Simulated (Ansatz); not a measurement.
The system is Hf2Pd2Se2Br2O3.

```
Hf Pd Se Br O
1.0
     5.75899    0.00000    0.00000
    -2.87949    4.98743    0.00000
     0.00000    0.00000    8.52547
Hf Pd Se Br O
2 2 2 2 3
Direct
  0.33333 0.66667 0.54201
  0.66667 0.33333 0.54201
  0.33333 0.66667 0.12880
  0.66667 0.33333 0.12880
  0.33333 0.66667 0.85572
  0.66667 0.33333 0.85572
  0.00000 0.00000 0.13895
  0.00000 0.00000 0.65384
  0.50000 0.00000 0.42963
  0.00000 0.50000 0.42963
  0.50000 0.50000 0.42963
```

The cell was built by a generator and needn't be a form met in nature.

Base run:

| Item | Value |
| --- | --- |
| Program | Ansatz 0.2.0 |
| Functional | PBE |
| Potentials or basis | Ansatz PAW |
| Cutoff | 420 eV (not typed: the program's choice for these potentials) |
| k mesh | 6 × 6 × 3 |
| Occupations | fermi-dirac, width 0.05 eV |
| Spin | no spin polarisation |

Its results: band gap on the k mesh none (metal or under the smearing width); pressure -0.1 GPa; largest force 0.079 eV/Å.

Problem. The run is repeated on the same cell with these changes: potentials or basis from Ansatz PAW to SPMS NC; cutoff from 420 eV (not typed: the program's choice for these potentials) to 1034 eV (not typed: the program's choice for these potentials); valence electrons from 152 to 124. What comes out?

Solution. Band gap on the k mesh none (metal or under the smearing width); pressure -0.6 GPa; largest force 0.424 eV/Å.

Caveats: spin-orbit coupling is left out, which moves the levels of the heavy elements (some runs).
